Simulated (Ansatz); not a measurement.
**AlBrFH: ladder of basis sets in Python**

Wanted for AlBrFH: a ladder of basis sets. SMILES: [F][AlH][Br].

Computed with Ansatz 0.2.0 through its Python package. The levels of theory stand in the script.

## Step 1: The structure

Bond lengths: F1–Al2 1.854 Å, Al2–Br3 2.401 Å, Al2–H4 1.638 Å. Angles: F1–Al2–Br3 120.4°, F1–Al2–H4 118.1°, Br3–Al2–H4 121.4°.

No structure file is read: the coordinates are typed or built in the script.

## Step 2: Script

File albrfh.py:

```python
"""Basis-set convergence for AlBrFH."""

import ansatz as az

geometry_ang = [
    ("F", (0.8992, -0.8733, 1.4321)),
    ("Al", (0.1096, 0.0967, 0.0635)),
    ("Br", (-1.692, -0.8478, -1.2112)),
    ("H", (0.7386, 1.5641, -0.3047)),
]
mol = az.Crystal.molecule()
for symbol, xyz in geometry_ang:
    mol = mol.atom(symbol, xyz)

calculation = mol.calculation().functional("PBE0")

energies = {}
for basis in ["def2-SVP", "def2-SVPD", "def2-TZVP", "def2-TZVPP"]:
    summary = calculation.basis(gaussian=basis).run(threads=1, backend="cpu").report
    size = summary["n_frozen"] + summary["n_occupied"][0] + summary["n_virtual"][0]
    energies[basis] = (summary["reference_energy_ev"] / 27.211386246, summary["free_energy_ev"] / 27.211386246)
    print(f"{basis:14s} {size:4d} orbitals  reference {energies[basis][0]:14.6f} Ha  total {energies[basis][1]:14.6f} Ha")

last = energies["def2-TZVPP"][1]
for basis, (_, total) in energies.items():
    print(f"{basis:14s} lies {27.211386 * (total - last):9.4f} eV above def2-TZVPP")
```

## Step 3: The calls as engine input

The engine receives this input (first run):

```yaml
crystal:
  periodic: [false, false, false]
  atoms:
    - { symbol: F, position_ang: [0.8992, -0.8733, 1.4321] }
    - { symbol: Al, position_ang: [0.1096, 0.0967, 0.0635] }
    - { symbol: Br, position_ang: [-1.692, -0.8478, -1.2112] }
    - { symbol: H, position_ang: [0.7386, 1.5641, -0.3047] }
basis:
  gaussian:
    orbitals: def2-SVP
hamiltonian:
  xc: pbe0
```

## Step 4: Launch

Command:

```
python albrfh.py
```

The log of the run:

```text
def2-SVP         69 orbitals  reference   -2916.160468 Ha  total   -2916.160468 Ha
def2-SVPD        96 orbitals  reference   -2916.179039 Ha  total   -2916.179039 Ha
def2-TZVP       122 orbitals  reference   -2916.685560 Ha  total   -2916.685560 Ha
def2-TZVPP      135 orbitals  reference   -2916.685888 Ha  total   -2916.685888 Ha
def2-SVP       lies   14.2974 eV above def2-TZVPP
def2-SVPD      lies   13.7921 eV above def2-TZVPP
def2-TZVP      lies    0.0089 eV above def2-TZVPP
def2-TZVPP     lies    0.0000 eV above def2-TZVPP
```

It took 11 s on 1 thread of Intel Xeon Platinum 8259CL at 2.50GHz (Skylake/Cascade Lake), shared host; peak memory 0.32 GiB.

## Step 5: Inputs of later runs

The engine's inputs for the other runs:

Run 2, against run 1:

```diff
@@ -10 +10 @@
-    orbitals: def2-SVP
+    orbitals: def2-SVPD
```

Run 3, against run 1:

```diff
@@ -10 +10 @@
-    orbitals: def2-SVP
+    orbitals: def2-TZVP
```

Run 4, against run 1:

```diff
@@ -10 +10 @@
-    orbitals: def2-SVP
+    orbitals: def2-TZVPP
```

Lines on the test bed's own set-up are left out of the output.

## Step 6: Run by run

The 4 runs, in the order started:

| run | basis | energy (eV) | SCF cycles | CPU time (s) |
| --- | --- | --- | --- | --- |
| 1 | def2-SVP | -79352.7688 | 16 | 1.6 |
| 2 | def2-SVPD | -79353.2742 | 16 | 2.8 |
| 3 | def2-TZVP | -79367.0573 | 15 | 2.5 |
| 4 | def2-TZVPP | -79367.0662 | 15 | 3.6 |

## Step 7: Outcome

| quantity | value |
| --- | --- |
| runs compared | 4 |
| change of the total from set to set | -0.505, -13.783, -0.009 eV |

Against def2-SVP: def2-SVPD -18.6 mHa, def2-TZVP -525.1 mHa and def2-TZVPP -525.4 mHa. The last step alone is -0.33 mHa (these two sets differ little on atoms other than hydrogen). From the first set to the last the time grows from 1.6 to 3.6 s. The drop along the ladder measures the basis error, and is no property of the molecule. The geometry is a force-field or estimated start, not a minimum of this method, and the last set is no limit. Much of the fall in a total is atomic energy, which cancels in bond and reaction energies.
